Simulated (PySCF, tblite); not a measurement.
# C7H14BFSi: geometry, infrared bands and NMR shifts

Wanted: the infrared bands and NMR shifts of C7H14BFSi (`CC1=C[C@@H]1[Si@H](BF)C(C)C`), by calculation.

The runs use tblite 0.8.0 and PySCF 2.14.0, with density-fitted response routines of our own; the level of theory stands in each step. All values are computed, except where a source is named. Atoms are numbered from 0 throughout.

## (1) The molecule as given

24 atoms, charge 0, multiplicity 1; geometry from: force field or distance geometry start.

Bonds of the start (Å): C0–C1 1.51, C1–C2 1.33, C2–C3 1.49, C3–Si4 1.85, Si4–B5 1.97, B5–F6 1.44, Si4–C7 1.87, C7–C8 1.49, C7–C9 1.54, C3–C1 1.50, C0–H10 1.12, C0–H11 1.08, C0–H12 1.11, C2–H13 1.10, C3–H14 1.12, Si4–H15 1.47, B5–H16 1.18, C7–H17 1.08, C8–H18 1.11, C8–H19 1.12, C8–H20 1.11, C9–H21 1.12, C9–H22 1.08, C9–H23 1.12.

## (2) Geometry optimisation with GFN2-xTB

Job settings and geometry (Å):

```
{"job": {"kind": "relax", "xc": "GFN2-xTB", "basis": "xTB"}, "charge": 0, "multiplicity": 1}
C      3.708100    -0.324500     0.089900
C      2.548700     0.409200     0.715000
C      1.923100     0.963500     1.747400
C      1.212400     1.020100     0.433800
Si    -0.063800    -0.243200    -0.014900
B      0.223200    -0.639700    -1.920900
F     -0.221100    -1.893000    -2.465600
C     -1.801700     0.450500     0.072700
C     -2.510400     0.007900     1.309700
C     -2.546200    -0.211400    -1.103300
H      3.342800    -1.352400    -0.173100
H      4.520300    -0.402600     0.800200
H      3.981900     0.205300    -0.843900
H      1.932700     1.212400     2.815500
H      1.286400     1.962000    -0.166000
H      0.040100    -1.486300     0.756300
H      0.378400     0.300100    -2.621400
H     -1.816800     1.523700    -0.060600
H     -1.983500    -0.826600     1.817300
H     -3.493300    -0.440900     0.998600
H     -2.705200     0.857600     1.990100
H     -1.901400     0.021300    -1.986400
H     -3.527100     0.232200    -1.217200
H     -2.539300    -1.325400    -0.966000
```

The run is started by

```sh
> OMP_NUM_THREADS=1 python probes_run.py task.json out
```

The driver reads the jobs from task.json and runs them one after another.

**Question.** This job is followed by: GFN2-xTB harmonic vibrations, gas phase; GIAO PBE0/pcSseg-1 NMR shielding, non-relativistic, gas phase. What will the session give for the following? strongest single infrared mode (GFN2-xTB); zero-point energy (GFN2-xTB); 13C shifts against TMS (PBE0/pcSseg-1); 1H shifts against TMS (PBE0/pcSseg-1, means over atoms taken as alike); 29Si shifts against TMS (PBE0/pcSseg-1); 11B shifts against BF3·OEt2 (PBE0/pcSseg-1); 19F shifts against CFCl3 (PBE0/pcSseg-1); surface potential, 1st and 99th percentile.

**Answer**, as computed:

| quantity | value |
| --- | --- |
| strongest single infrared mode (GFN2-xTB) | 2117 cm⁻¹, 356 km/mol |
| zero-point energy (GFN2-xTB) | 118.9 kcal/mol |
| 13C shifts against TMS (PBE0/pcSseg-1) | 128.1, 111.4, 23.0, 22.2, 17.6, 15.3, 9.3 ppm |
| 1H shifts against TMS (PBE0/pcSseg-1, means over atoms taken as alike) | 6.77, 6.70, 2.90, 2.38, 1.30, 1.21, 1.14, 0.62 ppm |
| 29Si shifts against TMS (PBE0/pcSseg-1) | -24.4 ppm |
| 11B shifts against BF3·OEt2 (PBE0/pcSseg-1) | 76.1 ppm |
| 19F shifts against CFCl3 (PBE0/pcSseg-1) | 59.8 ppm |
| surface potential, 1st and 99th percentile | -0.71 V and 1.32 V |

**Reading.** The optimisation took 173 steps and gained 1.203 eV; among the close pairs (by a distance rule), B5–F6 changed most, from 1.437 to 1.320 Å. All 66 modes are real, so the xTB geometry is a minimum. The strongest single mode, at 2117 cm⁻¹, moves mainly H15. Unscaled tight-binding wavenumbers are off by several per cent, some by more. Its intensities can rank the bands wrongly. H13 (hydrogen on an alkene CH) lies farthest downfield among hydrogen, at 6.77 ppm; attached to an sp2 carbon and in the plane of the double bond. At PBE0/pcSseg-1: Shielding is most anisotropic at F6 (span 717 ppm, paramagnetic term -356 ppm). By nearest atom (PBE0/pcSseg-1), the HOMO sits on C1, C2 about 24 % each; C3 13 % and the LUMO on B5 51 %; F6 11 %.
